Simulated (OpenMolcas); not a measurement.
# P: CASSCF and CASPT2 terms and fine-structure levels

Which level of P lies lowest, and where do the others fall? The reference wave functions come first, then spin-orbit coupling, then second-order correlation under several settings.

Method: state-averaged CASSCF and CASPT2, spin-orbit coupling by RASSI with atomic mean-field integrals. Code: OpenMolcas 26.06.

## 1. The atom as given

| Property | Result |
| --- | --- |
| Species | P (phosphorus, Z = 15, 15 electrons) |
| Basis | ANO-R2 [5s4p3d1f], 39 functions |
| Scalar Hamiltonian | X2C, finite nucleus |
| Inactive shells | 1s 2s 2p |
| Active space | 5 electrons in 4 orbitals (3s 3p) |
| Some configurations of this space | 3p5, 3s 3p4, 3s2 3p3 |
| Orbitals | optimised for each spin and parity, averaged over the low roots |

Outer shells as boxes (Hund's rule):

3p5
```
3p [↑↓][↑↓][↑ ]
```

3s 3p4
```
3s [↑ ]
3p [↑↓][↑ ][↑ ]
```

3s2 3p3
```
3s [↑↓]
3p [↑ ][↑ ][↑ ]
```

Each step is its own input file, run in one work folder so that later steps find the files of earlier ones. Labels, J, g values, rates, χT and fits are worked out afterwards by a script from the matrices that RASSI stores.

## 2. Basis and integrals

a.inp

```
&GATEWAY
Coord
1

P 0.0 0.0 0.0
Basis=ANO-R2
Group=XYZ
NoMove
AngMom=0.0 0.0 0.0
AMFI
&SEWARD
```

## 3. Reference wave functions, quartets of odd parity, 1 root

a.inp

```
&RASSCF
FileOrb=start.orb
Symmetry=2
Spin=4
nActEl=5 0 0
Inactive=2 3
Ras2=1 3
CIRoot=1 1 1
SDav=1
CIMx=300
Iter=120 100
PrWF=0.3
OrbListing=Nothing
MaxOrb=0
Atom
>>> COPY $Project.JobIph JOB001
```

start.orb holds the contracted functions of the basis, ordered by shell, or the orbitals of the step before.

## 4. CASSCF: doublets of odd parity, 8 roots

a.inp

```
&RASSCF
FileOrb=start.orb
Symmetry=2
Spin=2
nActEl=5 0 0
Inactive=2 3
Ras2=1 3
CIRoot=8 8 1
SDav=11
CIMx=300
Iter=120 100
PrWF=0.3
OrbListing=Nothing
MaxOrb=0
Atom
>>> COPY $Project.JobIph JOB002
```

## 5. CASSCF: quartets of even parity, 3 roots

a.inp

```
&RASSCF
FileOrb=start.orb
Symmetry=1
Spin=4
nActEl=5 0 0
Inactive=2 3
Ras2=1 3
CIRoot=3 3 1
SDav=3
CIMx=300
Iter=120 100
PrWF=0.3
OrbListing=Nothing
MaxOrb=0
Atom
>>> COPY $Project.JobIph JOB003
```

## 6. State interaction with spin-orbit coupling

a.inp

```
&RASSI
NrOfJobIphs=3 1 8 3
1
1 2 3 4 5 6 7 8
1 2 3
IphNames
JOB001
JOB002
JOB003
EJob
SpinOrbit
DIPRint=1.0
SOCoupling=1000.0
Subsets=2
MEES
Property=10
'ANGMOM' 1 'ANGMOM' 2 'ANGMOM' 3 'MLTPL  1' 1 'MLTPL  1' 2 'MLTPL  1' 3
'AMFI' 1 'AMFI' 2 'AMFI' 3 'MLTPL  2' 6
SOProperty=3
'ANGMOM' 1 'ANGMOM' 2 'ANGMOM' 3
```

## 7. CASPT2: IPEA 0.25, imaginary shift 0.1 (closed shells correlated: 2s 2p)

a.inp

```
>>> COPY JOB001 $Project.JobIph
&CASPT2
Multistate=1 1
Frozen=1 0
IPEA=0.25
Imaginary=0.1
MaxIter=60
WThr=0.0 0.3 0.05
PrWF=0.5
NoMix
>>> COPY JOB002 $Project.JobIph
&CASPT2
Multistate=8 1 2 3 4 5 6 7 8
Frozen=1 0
IPEA=0.25
Imaginary=0.1
MaxIter=60
WThr=0.0 0.3 0.05
PrWF=0.5
NoMix
>>> COPY JOB003 $Project.JobIph
&CASPT2
Multistate=3 1 2 3
Frozen=1 0
IPEA=0.25
Imaginary=0.1
MaxIter=60
WThr=0.0 0.3 0.05
PrWF=0.5
NoMix
```

## 8. CASPT2: IPEA 0.5, imaginary shift 0.1 (closed shells correlated: 2s 2p)

a.inp: that of step 7 with these lines changed.

```diff
@@ -4,3 +4,3 @@
 Frozen=1 0
-IPEA=0.25
+IPEA=0.5
 Imaginary=0.1
@@ -14,3 +14,3 @@
 Frozen=1 0
-IPEA=0.25
+IPEA=0.5
 Imaginary=0.1
@@ -24,3 +24,3 @@
 Frozen=1 0
-IPEA=0.25
+IPEA=0.5
 Imaginary=0.1
```

(Steps that only read results are left out.)

Q: Predict the outcome of this session. Wanted: lowest level; first excited level; spin-orbit lowering of the lowest level; strongest of the lines computed, by gA, at SS-CASPT2 energies.

The runs gave:

| quantity | value |
| --- | --- |
| method | SS-CASPT2, IPEA 0.25, imaginary shift 0.1 (closed shells correlated: 2s 2p) |
| lowest level | 3s2 3p3 4S* 3/2, 100 % of that term, g = 2.002 |
| ground level listed by NIST | 4S°3/2 |
| first excited level | 3s2 3p3 2D* 3/2 at 1.528 eV |
| spin-orbit lowering of the lowest level | 0.0003 eV |
| strongest of the lines computed, by gA, at SS-CASPT2 energies | 3s 3p4 4P 5/2 → 3s2 3p3 4S* 3/2, 156.4 nm, A = 7.31e+08 s⁻¹ |

Cost and accuracy by method:

```
                                              method  time of its own steps  time with the reference  mean absolute difference from the measured levels (cm-1)
                                           A. CASSCF                   17 s                     17 s                                                      5000
B. SS-CASPT2, IPEA 0.25, imaginary shift 0.1, +2s 2p                  2.9 s                     19 s                                                      2500
 C. SS-CASPT2, IPEA 0.5, imaginary shift 0.1, +2s 2p                  2.7 s                     19 s                                                      2400
```

Times are of one thread on a shared host.

In words: Second-order correlation (method B) scales the levels of the lowest configuration above 5000 cm⁻¹ by 0.80 to 0.94. Method C lies closest to the measured levels (2400 cm⁻¹ on average, level with B) and A farthest (5000). Only the configurations of the active space and the roots asked for are present. Not all states of the active space went into the spin-orbit step. CASPT2 does not keep the components of a term degenerate, and the means are used. No d shell is active. Levels of other configurations are missing from the list.
